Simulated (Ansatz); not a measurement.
Consider relaxations under a series of pressures of ZrH, space group P4_2/mmc (Ansatz 0.2.0, Python API).

`zrh_compress.py`:
```python
# -*- coding: utf-8 -*-
"""Volume and enthalpy of ZrH against pressure."""

import ansatz as az
import numpy as np

def edges_and_angles(cell):
    cell = np.asarray(cell)
    a, b, c = np.linalg.norm(cell, axis=1)
    cosines = cell[1] @ cell[2] / (b * c), cell[0] @ cell[2] / (a * c), cell[0] @ cell[1] / (a * b)
    return (a, b, c, *np.degrees(np.arccos(cosines)))

system = (
    az.Lattice.from_parameters(3.242792, 3.242792, 4.948, alpha=90, beta=90, gamma=90)
    .space_group(131, hermann_mauguin="P42/mmc")
    .atom("Zr", (0.0, 0.5, 0.0))
    .atom("H", (0.0, 0.0, 0.75))
)

calc = system.calculation()
calc = calc.kpoints(spacing=0.52)
calc = calc.basis(12 * az.Ha, xc_grid=1).pseudopotentials("paw")
calc = calc.occupations("cold")
calc = calc.initial_density(normalization="atom").functional("PBEsol")
calc = calc.scf(extra_bands=8)

# H = F + PV, with 1 GPa A^3 = 1/160.21766 eV
rows = []
for pressure in [0, 10, 20, 30, 40]:
    result = calc.relax(cell=True, pressure=pressure, max_displacement=0.3).run()
    cell = result.lattice.cell_ang
    n_atoms = len(result.lattice.sites)
    volume = abs(np.linalg.det(cell)) / n_atoms
    enthalpy = result.report["free_energy_ev"] / n_atoms + pressure * volume / 160.21766
    rows.append((pressure, volume, enthalpy, *edges_and_angles(cell)))
    print(f"{pressure} GPa done: {volume:.4f} A^3/atom")

print(" P (GPa)  V (A^3/atom)  H (eV/atom)     a       b       c")
for row in rows:
    print("{:8.1f} {:12.4f} {:14.5f} {:7.4f} {:7.4f} {:7.4f}".format(*row[:6]))
p, v = np.array([row[0] for row in rows], float), np.array([row[1] for row in rows])
print("mean bulk modulus between rows (GPa):", np.round(-np.diff(p) / np.diff(np.log(v)), 1))
```

How far does the cell shrink over this series of pressures, and what bulk modulus does the first step imply?

The volume falls from 12.70 Å³ an atom at 0 GPa to 10.22 at 40 GPa, by 19.5 %. Between 0 and 10 GPa, -V dP/dV is about 142 GPa, a mean over that step.

The run itself:

```console
$ python zrh_compress.py
DeckWarning: basis.ecutwfc = 326.536634951856 eV is below the records' recommended 420 eV, and the density's cutoff is lower with it unless basis.ecutrho_ratio is high enough to keep the records' density cutoff: compare with a run at a higher cutoff
0 GPa done: 12.6990 A^3/atom
10 GPa done: 11.8373 A^3/atom
20 GPa done: 11.1915 A^3/atom
30 GPa done: 10.6775 A^3/atom
40 GPa done: 10.2241 A^3/atom
 P (GPa)  V (A^3/atom)  H (eV/atom)     a       b       c
     0.0      12.6990    -2072.62136  3.1879  3.1879  4.9983
    10.0      11.8373    -2071.85715  3.1049  3.1049  4.9114
    20.0      11.1915    -2071.13919  3.0409  3.0409  4.8411
    30.0      10.6775    -2070.45757  2.9867  2.9867  4.7878
    40.0      10.2241    -2069.80512  2.9290  2.9290  4.7670
mean bulk modulus between rows (GPa): [142.3 178.3 212.7 230.5]
```
(Warnings from the package without file and line.)

Notes:
- These settings explore the input space; cutoff and mesh may be short of convergence.
- The cutoff lies under the one recommended for these potentials.
- Under the recommended cutoff a pressure can be off by several GPa, even in sign.
- At a fixed pressure a relaxation lowers the enthalpy F + PV, while F alone can rise.
- For a metal this k-point mesh is coarse: on a finer one energies can move by several to tens of meV an atom and pressures by half a GPa or more, differences at one mesh by less.
- The structure is a deposited one; some such entries were measured under pressure or heat, so a shift against it needn't be the functional's error alone.
- Symmetry holds the cell in this phase, whether or not it is the stable one at each pressure.
- The whole script took 41 s on 1 thread of Arm Neoverse N1, with other jobs on the host, peak memory 0.39 GiB.
